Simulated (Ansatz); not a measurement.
Working through harmonic frequencies at the relaxed geometry of CH5FGeO2, SMILES [OH][GeH]([OH])[CH2]F

With the Python package of Ansatz (0.2.0).

At the Python prompt:
```pycon
>>> import warnings
>>> import ansatz as az
>>> from ase import Atoms
>>> import numpy as np
>>> warnings.simplefilter("ignore", az.DeckWarning)
>>> atoms = Atoms(["O", "Ge", "O", "C", "F", "H", "H", "H", "H", "H"], positions=[
...     (0.1842, 1.5558, 1.1221),
...     (0.2618, -0.0895, 0.5294),
...     (-1.1156, -1.0527, 1.1842),
...     (0.2557, -0.1024, -1.4158),
...     (0.2905, -1.4227, -1.8777),
...     (-0.7535, 1.92, 0.7956),
...     (1.6422, -0.6879, 0.9988),
...     (-0.9179, -0.9951, 2.1726),
...     (-0.782, 0.3318, -1.7037),
...     (1.0177, 0.4915, -1.8025),
... ])
>>> molecule = az.Crystal.molecule_from_ase(atoms)
>>> base = (
...     molecule.calculation()
...     .basis(gaussian="def2-SVP")
...     .functional("PBE", dispersion="d3bj")
... )
>>> symbols = [site.symbol for site in molecule.cartesian_sites]
>>> start = np.array([site.position_ang for site in molecule.cartesian_sites], dtype=float)
>>> def progress(event):
...     if event["event"] == "relax_step":
...         row = event["data"]
...         print(f"step {row['step']:3d}  E = {row['lagrangian_ev']:.6f} eV  largest force component {row['allowed_force_max_ev_ang']:.4f} eV/A")
...
>>> rep = base.relax(force_tolerance=0.003, max_steps=100).session().plan().execute(on_event=progress).report
step   1  E = -64417.939097 eV  largest force component 4.1321 eV/A
step   2  E = -64418.335155 eV  largest force component 1.0316 eV/A
step   3  E = -64418.390367 eV  largest force component 0.3807 eV/A
step   4  E = -64418.408751 eV  largest force component 0.1990 eV/A
step   5  E = -64418.415508 eV  largest force component 0.0699 eV/A
step   6  E = -64418.416862 eV  largest force component 0.0380 eV/A
step   7  E = -64418.417655 eV  largest force component 0.1120 eV/A
step   8  E = -64418.418172 eV  largest force component 0.0386 eV/A
step   9  E = -64418.418297 eV  largest force component 0.0069 eV/A
step  10  E = -64418.418333 eV  largest force component 0.0063 eV/A
step  11  E = -64418.418342 eV  largest force component 0.0041 eV/A
step  12  E = -64418.418347 eV  largest force component 0.0030 eV/A
>>> end = np.array(rep["positions_ang"])
>>> print("final positions (A) and the move of each atom")
final positions (A) and the move of each atom
>>> for symbol, xyz, old in zip(symbols, end, start):
...     print(f"{symbol:2s} {xyz[0]:10.5f} {xyz[1]:10.5f} {xyz[2]:10.5f}   {np.linalg.norm(xyz - old):7.4f}")
...
O     0.33077    1.61698    1.15056    0.1614
Ge    0.31319   -0.07797    0.53765    0.0533
O    -1.16437   -0.92521    1.11814    0.1516
C     0.15514   -0.15840   -1.43358    0.1165
F     0.60898   -1.39392   -1.87669    0.3198
H    -0.52019    2.05692    0.96501    0.3192
H     1.62140   -0.69096    1.09412    0.0976
H    -1.11069   -1.11020    2.07419    0.2452
H    -0.90927   -0.02177   -1.72846    0.3766
H     0.75814    0.65332   -1.89796    0.3204
>>> # same settings at the minimum
>>> minimum = az.Crystal.molecule()
>>> for symbol, place in zip(symbols, end):
...     minimum = minimum.atom(symbol, place.tolist())
...
>>> vibrating = minimum.calculation()
>>> vibrating = vibrating.basis(gaussian="def2-SVP")
>>> vibrating = vibrating.functional("PBE", dispersion="d3bj").phonons(temperatures=(100, 500, 100))
>>> vib = vibrating.run(threads=1, backend="cpu").report["vibrations"]
>>> sums = vib["harmonic_sums"]
>>> modes = [m["omega_inv_cm"] for m in sums["modes_at_gamma"] if m["rigid_motion"] == "no"]
>>> print("frequencies (1/cm):", " ".join(f"{w:.0f}" for w in modes))
frequencies (1/cm): 47 120 183 197 231 284 316 588 635 673 684 712 785 885 893 1048 1199 1249 1406 2100 2958 3026 3723 3731
>>> print("imaginary modes:", sum(w < 0 for w in modes), " zero-point energy:", round(sums["zero_point_energy_ev"], 4), "eV")
imaginary modes: 0  zero-point energy: 1.7157 eV
>>> print("T (K)   F_vib (eV)   S_vib (meV/K)   C_vib (meV/K)")
T (K)   F_vib (eV)   S_vib (meV/K)   C_vib (meV/K)
>>> for row in zip(sums["temperatures_k"], sums["vibrational_free_energy_ev"], vib["entropy_ev_per_k"], vib["heat_capacity_ev_per_k"]):
...     print(f"{row[0]:6.1f} {row[1]:11.4f} {1000 * row[2]:13.4f} {1000 * row[3]:15.4f}")
...
 100.0      1.7061        0.2424          0.3309
 200.0      1.6656        0.5624          0.6154
 300.0      1.5943        0.8605          0.8648
 400.0      1.4942        1.1377          1.0630
 500.0      1.3676        1.3917          1.2118
```

Total energies depend on the basis set; only differences at equal settings carry meaning. The frequencies are harmonic and unscaled, in a modest basis. Finished in 3.3 min on 1 thread of Arm Neoverse V1 (shared host), peak memory 0.23 GiB.
